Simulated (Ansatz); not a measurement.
Here is an Ansatz 0.2.0 calculation.

Contents of input.yaml:

```yaml
crystal:
  lattice:
    - [1.5170411163, 0.8758640969, 4.933893193]
    - [-1.5170411163, 0.8758640969, 4.933893193]
    - [0.0, -1.7517281937, 4.933893193]
  atoms:
    - { symbol: W, position: [0.0, 0.0, 0.0] }
    - { symbol: V, position: [0.5, 0.5, 0.5] }
    - { symbol: C, position: [0.246494, 0.246494, 0.246494] }
    - { symbol: C, position: [0.753506, 0.753506, 0.753506] }
hamiltonian:
  xc: pbe
  pseudopotentials: { kind: paw }
kpoints:
  mp_grid: { grid: [10, 10, 10] }
scf:
  occupations: { method: fermi_dirac, width: 0.05 }
output:
  forces: true
  stress: true
  eigenvalues: true
  write_density: true
  write_potential: true
  elf: true
  volumetric_format: npy
```

Potentials or basis: Ansatz PAW.

Launch:

```bash
$ ansatz run input.yaml --threads 2 --pin off --max-ram 5632MiB --backend cpu --events-out ev --progress --plain --runs-dir out
```

Task: Estimate the pressure.

Result: -2.0 GPa.

Task: Estimate the largest force.

Result: 0.094 eV/Å.

Task: What does it give for the band gap on the k mesh?

Result: None (metal or under the smearing width).

Forces on the atoms (eV/Å):
```
W    0.000  0.000  0.000
V    0.000  0.000  0.000
C    0.000  0.000  0.094
C    0.000  0.000 -0.094
```

Caveat: the pressure holds a Pulay correction of +0.4 GPa for the finite cutoff. Spin-orbit coupling is left out, which matters for the levels of W.
